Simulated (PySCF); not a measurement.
# C8H13GeN: NMR shieldings, spin-spin couplings, relativistic core levels

Aim: compute the NMR shieldings, spin-spin couplings, relativistic core levels of C8H13GeN (`[CH3][Ge]([CH3])([CH3])[c]1ccncc1`).

Computed with PySCF 2.14.0 and routines of our own; the level stands in each step. Atoms count from 0.

## 1. The system as given

23 atoms, charge 0, multiplicity 1; geometry from: GFN2-xTB.

## 2. Optimising the geometry at PBE0-D3(BJ)/def2-SVP

What the job is given:

```
{"job": {"xc": "PBE0", "basis": "def2-SVP", "d3": "d3bj", "grid": 1, "maxiter": 30, "shake": 0.01, "kind": "geom"}, "charge": 0, "multiplicity": 1}
C     -1.873080    -0.422540     1.664080
Ge    -1.095890    -0.084080    -0.132600
C     -1.759370     1.645010    -0.879970
C     -1.515800    -1.568370    -1.364190
C      0.874580     0.031530     0.073840
C      1.438190     1.015940     0.898770
C      2.828710     1.070260     1.031950
N      3.660740     0.250070     0.409190
C      3.113740    -0.678130    -0.344120
C      1.748870    -0.829950    -0.549850
H     -1.657680     0.406550     2.353850
H     -1.517740    -1.324620     2.091810
H     -3.003270    -0.453100     1.576150
H     -1.300000     1.847120    -1.830380
H     -2.821650     1.613950    -1.001280
H     -1.494910     2.485810    -0.200430
H     -1.193750    -2.510910    -0.974800
H     -1.122590    -1.411090    -2.338190
H     -2.629220    -1.643030    -1.475200
H      0.785450     1.719930     1.433730
H      3.273620     1.819150     1.650270
H      3.830780    -1.362710    -0.860920
H      1.377970    -1.593260    -1.228880
```

Run with:

```
$ OMP_NUM_THREADS=1 python heavy_run.py task.json out
```

This one command runs all jobs of the session in turn.

What it wrote:

```text
step   0  E = -2443.23658191  max force = 0.033863
step   1  E = -2443.24407560  max force = 0.008121
step   2  E = -2443.24480369  max force = 0.002697
step   3  E = -2443.24491918  max force = 0.002733
step   4  E = -2443.24492162  max force = 0.003885
step   5  E = -2443.24508477  max force = 0.000812
step   6  E = -2443.24509391  max force = 0.000660
step   7  E = -2443.24509858  max force = 0.000405
optimisation converged
```

Wall time 4.4 min (1 thread of Arm Neoverse V1, shared host); peak memory 1.2 GiB.

The steps of the relaxation:

| step | energy from step 0 (eV) | largest force component (eV/Å) |
| --- | --- | --- |
| 0 | 0.0000 | 1.7413 |
| 1 | -0.2039 | 0.4176 |
| 2 | -0.2237 | 0.1387 |
| 3 | -0.2269 | 0.1405 |
| 4 | -0.2269 | 0.1998 |
| 5 | -0.2314 | 0.0418 |
| 6 | -0.2316 | 0.0339 |
| 7 | -0.2318 | 0.0208 |

Distances of close pairs at the start and the end, largest changes first:

```csv
bond,before (Å),after (Å),change (Å)
Ge1–C2,1.997,1.954,-0.043
C0–H11,1.060,1.100,+0.040
C3–H17,1.062,1.100,+0.038
C0–H12,1.134,1.100,-0.034
C0–Ge1,1.987,1.954,-0.032
C3–H16,1.069,1.100,+0.031
C2–H14,1.070,1.100,+0.031
C6–H20,1.068,1.097,+0.029
```

The next job starts from the end point, and lists it.

```
                         at the end point                value
rotational constants (GHz, main isotopes)  1.969, 0.618, 0.560
                        dipole moment (D)                 2.82
```

## 3. NMR shieldings: PBE/pcJ-1 Ge:dyall-v2z, spin–orbit

What the job is given:

```
{"job": {"kind": "hnmr", "xc": "PBE", "basis": {"default": "pcJ-1", "Ge": "dyall-v2z"}, "rel": "so"}, "charge": 0, "multiplicity": 1}
C     -1.802726    -0.360678     1.741329
Ge    -1.109707    -0.074263    -0.063508
C     -1.774987     1.619925    -0.775013
C     -1.604089    -1.555505    -1.235590
C      0.846978     0.031856     0.036984
C      1.476371     1.021443     0.802245
C      2.868838     1.073469     0.848321
N      3.657485     0.222286     0.195938
C      3.068919    -0.722185    -0.532206
C      1.684341    -0.858374    -0.643514
H     -1.481488     0.450697     2.411431
H     -1.430963    -1.311864     2.149404
H     -2.902767    -0.388136     1.734686
H     -1.341874     1.817905    -1.766393
H     -2.870871     1.596524    -0.870315
H     -1.504823     2.452607    -0.108584
H     -1.236236    -2.512872    -0.837392
H     -1.189169    -1.413801    -2.244634
H     -2.698994    -1.619247    -1.322327
H      0.895375     1.757931     1.365897
H      3.370942     1.845390     1.444160
H      3.733360    -1.415560    -1.062423
H      1.273354    -1.660564    -1.262643
```

Method: PBE/pcJ-1 Ge:dyall-v2z GIAO NMR shielding, X2C with spin-orbit coupling, screened-nuclear two-electron part, Gaussian nuclei, gas phase.

What it wrote:

```text
spin-free SCF
coarse grid: 86112 points
cycle   1  E = -2465.4948404025  dE =  7.929e-01  |g| = 9.724e-01  |ddm| = 4.180e+00
cycle   2  E = -2465.2430744873  dE =  2.518e-01  |g| = 1.567e+00  |ddm| = 1.902e+00
cycle   3  E = -2465.6775119098  dE = -4.344e-01  |g| = 1.258e-01  |ddm| = 1.151e+00
cycle   4  E = -2465.6780228923  dE = -5.110e-04  |g| = 9.709e-02  |ddm| = 1.359e-01
cycle   5  E = -2465.6797058821  dE = -1.683e-03  |g| = 2.868e-02  |ddm| = 7.734e-02
cycle   6  E = -2465.6798568189  dE = -1.509e-04  |g| = 9.774e-03  |ddm| = 3.145e-02
cycle   7  E = -2465.6798712040  dE = -1.439e-05  |g| = 4.084e-03  |ddm| = 1.004e-02
cycle   8  E = -2465.6798755316  dE = -4.328e-06  |g| = 9.866e-04  |ddm| = 4.706e-03
final grid: 183536 points
cycle   9  E = -2465.6801108650  dE =  1.208e-06  |g| = 2.605e-03  |ddm| = 4.806e-03
cycle  10  E = -2465.6800989423  dE =  1.192e-05  |g| = 6.907e-03  |ddm| = 8.897e-03
cycle  11  E = -2465.6801125102  dE = -1.357e-05  |g| = 6.697e-04  |ddm| = 6.875e-03
cycle  12  E = -2465.6801125668  dE = -5.667e-08  |g| = 4.490e-04  |ddm| = 8.614e-04
cycle  13  E = -2465.6801126078  dE = -4.094e-08  |g| = 7.913e-05  |ddm| = 3.577e-04
cycle  14  E = -2465.6801126092  dE = -1.446e-09  |g| = 1.283e-05  |ddm| = 6.850e-05
converged SCF energy = -2465.6801126092
two-component SCF
cycle   1  E = -2465.6427617362  dE = -2.466e+03  |FDS-SDF| = 1.505e+01
cycle   2  E = -2465.7232030647  dE = -8.044e-02  |FDS-SDF| = 4.771e-03
cycle   3  E = -2465.7232030475  dE =  1.721e-08  |FDS-SDF| = 1.750e-03
cycle   4  E = -2465.7232030219  dE =  2.563e-08  |FDS-SDF| = 1.638e-03
cycle   5  E = -2465.7232031655  dE = -1.437e-07  |FDS-SDF| = 8.034e-05
cycle   6  E = -2465.7232031647  dE =  8.104e-10  |FDS-SDF| = 7.651e-05
converged, E = -2465.7232031647

Field gradients (au) and densities at the nuclei (bohr^-3)
atom        Vxx        Vyy        Vzz        centre      nuclear mean
  0 C      0.0014     0.0092    -0.0107        126.035        126.033
  1 Ge    -0.1401    -0.1570     0.2971      29280.039      29250.568
  2 C      0.0012     0.0097    -0.0109        126.035        126.033
  3 C      0.0079     0.0101    -0.0181        126.030        126.027
  4 C     -0.1732    -0.1893     0.3625        126.216        126.214
  5 C     -0.0973    -0.1698     0.2671        126.186        126.184
  6 C     -0.0809    -0.1978     0.2786        126.197        126.195
  7 N      0.3586     0.7217    -1.0803        205.148        205.143
  8 C     -0.0828    -0.1975     0.2804        126.198        126.195
  9 C     -0.1066    -0.1670     0.2737        126.187        126.185
 10 H     -0.1441    -0.1467     0.2909          0.473          0.473
 11 H     -0.1435    -0.1472     0.2907          0.473          0.473
 12 H     -0.1434    -0.1470     0.2905          0.473          0.473
 13 H     -0.1434    -0.1471     0.2905          0.473          0.473
 14 H     -0.1436    -0.1471     0.2907          0.473          0.473
 15 H     -0.1442    -0.1468     0.2910          0.473          0.473
 16 H     -0.1425    -0.1478     0.2903          0.473          0.473
 17 H     -0.1424    -0.1478     0.2903          0.473          0.473
 18 H     -0.1435    -0.1474     0.2909          0.473          0.473
 19 H     -0.1350    -0.1585     0.2935          0.481          0.481
 20 H     -0.1333    -0.1531     0.2863          0.484          0.484
 21 H     -0.1332    -0.1528     0.2861          0.484          0.484
 22 H     -0.1365    -0.1574     0.2939          0.481          0.481
without picture change
  1 Ge                           0.3064                     45069.141

Core orbital energies (eV)
atom   shell        mean    spread
  1 Ge 1s       -10948.022   0.000
  1 Ge 2s        -1369.256   0.000
  1 Ge 3s         -167.270   0.000
  1 Ge 2p1/2     -1217.547   0.000
  1 Ge 2p3/2     -1186.044   0.006
  1 Ge 3p1/2      -117.326   0.000
  1 Ge 3p3/2      -113.077   0.017
  1 Ge 3d3/2       -28.657   0.017
  1 Ge 3d5/2       -28.098   0.056

vertical triplet (scalar unrestricted SCF): 3.847 eV

Shielding tensors (ppm)
atom      isotropic    diamagn.    paramagn.     s11        s22        s33       span
  0 C       180.43      250.54      -70.11     173.47     177.67     190.15      16.67
  1 Ge     1494.97     2657.06    -1162.09    1460.10    1484.22    1540.60      80.50
  2 C       180.56      250.52      -69.97     173.08     178.32     190.28      17.20
  3 C       184.35      251.04      -66.68     178.73     184.11     190.22      11.49
  4 C        22.46      254.07     -231.61     -62.25     -50.12     179.76     242.01
  5 C        47.24      257.12     -209.88     -69.11      48.58     162.27     231.38
  6 C        27.19      253.90     -226.70     -80.68      26.36     135.89     216.57
  7 N       -94.45      331.78     -426.23    -409.43    -169.00     295.10     704.53
  8 C        27.08      253.71     -226.63     -80.29      25.89     135.64     215.93
  9 C        48.47      256.25     -207.78     -67.98      49.98     163.41     231.39
 10 H        30.74       31.41       -0.66      25.26      28.74      38.24      12.98
 11 H        30.98       31.11       -0.13      26.14      28.39      38.41      12.27
 12 H        30.91       30.28        0.63      25.96      27.99      38.79      12.83
 13 H        30.99       31.15       -0.16      26.21      28.38      38.37      12.16
 14 H        30.94       30.31        0.62      25.90      28.07      38.83      12.93
 15 H        30.73       31.39       -0.66      25.31      28.64      38.24      12.93
 16 H        30.72       31.48       -0.75      26.15      27.55      38.48      12.33
 17 H        30.71       31.51       -0.81      26.07      27.62      38.44      12.37
 18 H        30.86       30.27        0.58      25.51      28.53      38.53      13.02
 19 H        24.06       34.54      -10.48      20.35      20.97      30.86      10.52
 20 H        22.54       28.59       -6.06      18.45      21.98      27.18       8.73
 21 H        22.57       28.44       -5.88      18.48      22.03      27.19       8.71
 22 H        24.06       34.36      -10.30      19.68      21.52      30.98      11.29
```

It took 5.4 min on 1 thread of Arm Neoverse V1, shared host; peak memory 2.8 GiB.

Key values:

| quantity | value |
| --- | --- |
| energy from spin-orbit coupling | -0.0431 Eh |

The fields below are evaluated on a grid from the run's orbitals.

Frontier orbitals at PBE/dyall-v2z+pcJ-1, with the share of their density that lies nearest to each atom:

```csv
orbital,energy (eV),lies on
HOMO,-5.61,N7 60 %
LUMO,-1.73,"C4 29 %; N7 24 %; C5, C8 about 10 % each"
```

ELF in a plane through or near 13 of the atoms.

Ten even steps from ' ' (0.00) to '@' (1.00):
```
                                                        
                                                        
                                                        
          --==..    ..++==..                            
        ##@@@@##    ##@@@@**                            
      --@@@@@@@@::::@@@@@@@@                            
        ##@@@@@@====%%@@@@**                            
          ==**----**##--++    ..::::..                  
    ::******##==++**==%%##++--....::--                  
    ++@@@@**--##--::**++..%%::==**--::..                
    ++@@@@++==##--..**==::%%--++##--::..                
    ..++++**%%==++**==@@##++--::::--++::....            
          ==**--==++**--==  ..++%%##**%%@@@@**          
      ..%%@@@@@@====%%@@@@==  --++**..@@@@@@%%..        
      ==@@@@@@@@::--@@@@@@++  --**++++@@@@@@##          
      ..##@@@@**    %%@@@@..  ..--==----++==            
          --==..    ::**--      ......                  
                                                        
                                                        
                                                        
```
The map spans 12.5 Å across and 10.0 Å up, centred on the molecule. Atoms in the plane (x, y in Å): Ge1 (1.1, 0.0), C3 (1.8, -1.9), C4 (-0.9, 0.0), C5 (-1.6, 1.2), C6 (-3.0, 1.1), N7 (-3.7, 0.0), C8 (-3.0, -1.1), C9 (-1.6, -1.2), H18 (2.9, -1.9), H19 (-1.1, 2.1), H20 (-3.5, 2.1), H21 (-3.6, -2.1), H22 (-1.1, -2.2).

On the surface of density 0.002 e/bohr³ the electrostatic potential runs, from the 1st to the 99th percentile, from -1.72 V near N7 to 0.94 V near H19.

(Part 1 of 2 ends here.)
